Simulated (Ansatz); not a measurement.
# ZrBr₂F₂: a ladder of functionals and wavefunction methods

The task here is to estimate one member of a computed series from the others.

Computed with Ansatz 0.2.0, Gaussian basis. Level: functionals in def2-TZVPP, the program's frozen cores in correlated methods.

The runs, in order: LDA (SPW92), PBE-D4, revPBE-D4, BLYP-D4, r2SCAN-D4, B97M-V, PBE0-D4, B3LYP-D4, r2SCANh-D4, r2SCAN0-D4, HSE06-D4, BHLYP-D4, CAM-B3LYP-D4, LC-ωPBE, ωB97X-V, ωB97M-V, B2PLYP, PBE-QIDH; CCSD(T)/def2-SVP; CCSD(T)/def2-TZVPP; MP2/def2-QZVPP; extrapolation to the limit; RPA on PBE.

## The relaxed structure

All runs share one geometry, relaxed beforehand with PBE0-D4 in a triple-zeta def2 set. Zr takes the def2 core potential; no spin-orbit term is included.

SMILES `[F][Zr]([F])([Br])[Br]`, 5 atoms, charge 0, spin multiplicity 1.

Atoms are counted from 1 here; the program's logs count them from 0.

Bond lengths: F1–Zr2 1.880 Å, Zr2–F3 1.880 Å, Zr2–Br4 2.485 Å, Zr2–Br5 2.485 Å. Angles: F1–Zr2–F3 108.7°, F1–Zr2–Br4 109.5°, F1–Zr2–Br5 109.5°, F3–Zr2–Br4 109.5°, F3–Zr2–Br5 109.5°, Br4–Zr2–Br5 110.3°.

The first run:

in.yaml

```yaml
crystal:
  periodic: [false, false, false]
  atoms:
    - {symbol: F, position_ang: [0.180768, -0.617213, 1.846919]}
    - {symbol: Zr, position_ang: [0.090097, -0.103934, 0.041026]}
    - {symbol: F, position_ang: [1.353961, -1.099256, -0.931035]}
    - {symbol: Br, position_ang: [-2.186305, -0.570647, -0.839359]}
    - {symbol: Br, position_ang: [0.611479, 2.317449, -0.158951]}
basis:
  gaussian: {orbitals: def2-TZVPP}
hamiltonian: {xc: lda}
output: {orbitals: {seedname: orbitals}}
```

On the command line:

```sh
> ansatz run in.yaml --threads 4 --pin off --events-out ev --progress --plain --max-ram 10444MiB
```

Steps of the session up to this table: LDA; PBE-D4 (GGA); revPBE-D4 (GGA); BLYP-D4 (GGA); r2SCAN-D4 (meta-GGA); B97M-V (meta-GGA); PBE0-D4 (hybrid); B3LYP-D4 (hybrid); r2SCANh-D4 (hybrid); r2SCAN0-D4 (hybrid); HSE06-D4 (hybrid); BHLYP-D4 (hybrid); CAM-B3LYP-D4 (range-separated); LC-ωPBE (range-separated); ωB97X-V (range-separated); ωB97M-V (range-separated); B2PLYP (double hybrid); PBE-QIDH (double hybrid).

One of the session's tables, all rows but one given; the rest of the session is left out.

It belongs to the step «Frontier levels by functional». 

```
  functional  HOMO (eV)  LUMO (eV)  gap (eV)
 LDA (SPW92)      -7.96      -3.39      4.57
      PBE-D4      -7.76      -3.13      4.63
   revPBE-D4      -7.69      -3.04      4.66
     BLYP-D4      -7.58      -3.00      4.58
   r2SCAN-D4      -8.12      -3.01      5.11
      B97M-V      -8.15      -2.94      5.22
     PBE0-D4      -9.04      -2.39      6.65
    B3LYP-D4          ?          ?         ?
  r2SCANh-D4      -8.58      -2.74      5.85
  r2SCAN0-D4      -9.28      -2.31      6.97
    HSE06-D4      -8.64      -2.76      5.88
    BHLYP-D4     -10.15      -1.47      8.68
CAM-B3LYP-D4     -10.32      -1.32      9.00
     LC-ωPBE     -11.68      -0.19     11.49
     ωB97X-V     -11.32      -0.26     11.06
     ωB97M-V     -11.18      -0.33     10.85
```

**Question.** Estimate the row for B3LYP-D4.

Worked estimate for «HOMO (eV)». Against the share of exact exchange, BLYP-D4 (0, -7.58), BHLYP-D4 (0.5, -10.15) give a slope of -5.14 per unit share; at 0.2 the line stands at -8.61.

As computed: HOMO (eV): -8.77; LUMO (eV): -2.58; gap (eV): 6.18. In «HOMO (eV)» the line misses by +0.16.
